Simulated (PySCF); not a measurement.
# Solver options tried on SK3⁺

Do solver options change the result for SK3⁺, or only the number of cycles?

Program: PySCF 2.14.0. Level of theory: each script names its method and basis. These are calculated values, not measurements.

1 further run of the same task is left out (it didn't finish).

### 1 The system as given

SK3⁺: 4 atoms, charge 1, spin multiplicity 1.

Bond lengths: S1–K2 2.832 Å, S1–K3 2.831 Å, S1–K4 2.831 Å. Angles: K2–S1–K3 120.0°, K2–S1–K4 120.0°, K3–S1–K4 120.0°.

Geometry (Å):

```
S     0.0000    0.0000    0.0000
K     0.0000    0.0000    2.8315
K     2.4521    0.0000   -1.4157
K    -2.4521    0.0000   -1.4157
```

### 2 The base run

File input.py:

```python
from pyscf import gto, scf

mol = gto.M(
    atom='S 0 0 0; K 0 0 2.8315; K 2.4521 0 -1.4157; K -2.4521 0 -1.4157',
    basis='sbkjc',
    ecp={'S': 'sbkjc', 'K': 'sbkjc'},
    charge=1,
    spin=0,
    symmetry=True,
    verbose=4,
)
mf = scf.RHF(mol)
mf.kernel()
mf.dip_moment()
print('orbital energies (hartree):', mf.mo_energy[..., max(0, mol.nelec[1]-3):mol.nelec[0]+3].round(4))
```

On the command line:

```
OMP_NUM_THREADS=1 python input.py
```

The log of this run is left out.

It gives: E(SCF) = -10.345766 Eh, 8 cycles.

The dipole of an ion depends on the origin.

### 3 Level shift 1 hartree

Variant 1 changes level shift: none → 1 hartree.

File input.py:

```python
from pyscf import gto, scf

mol = gto.M(
    atom='S 0 0 0; K 0 0 2.8315; K 2.4521 0 -1.4157; K -2.4521 0 -1.4157',
    basis='sbkjc',
    ecp={'S': 'sbkjc', 'K': 'sbkjc'},
    charge=1,
    spin=0,
    symmetry=True,
    verbose=4,
)
mf = scf.RHF(mol)
mf.level_shift = 1.0
mf.kernel()
mf.dip_moment()
print('orbital energies (hartree):', mf.mo_energy[..., max(0, mol.nelec[1]-3):mol.nelec[0]+3].round(4))
```

On the command line:

```
OMP_NUM_THREADS=1 python input.py
```

### 4 Initial guess chk

Variant 2 changes initial guess: minao → chk.

Changes to input.py since step 2:

```diff
@@ -12,2 +12,3 @@
 mf = scf.RHF(mol)
+mf.init_guess = 'chk'
 mf.kernel()
```

Q: Predict the outcome of this session. Wanted: for each run, E(SCF); from base; gap.

As calculated:

```tsv
run	E(SCF) (hartree)	from base (eV)	cycles	gap (eV)
base	-10.345766	0	8	6.46
level shift 1 hartree	-10.345766	0.0000	36	6.46
initial guess chk	-10.345766	0.0000	8	6.46
```

Distance from each run's final energy (log10 hartree) by cycle:

```tsv
run	cycle 1	cycle 2	cycle 3	cycle 5	cycle 8	cycle 12
base	-1.5	-2.1	-3.8	-6.1	< -11	done
level shift 1 hartree	-0.5	-1.0	-1.4	-2.1	-2.8	-3.8
initial guess chk	-1.5	-2.1	-3.8	-6.1	< -11	done
```

What this shows: With level shift 1 hartree or initial guess chk the SCF ends at the base energy. PySCF falls back to minao for a guess that it doesn't know or can't read, so that run repeats the base. The base needs 8 cycles and the run with level shift 1 hartree needs 36.
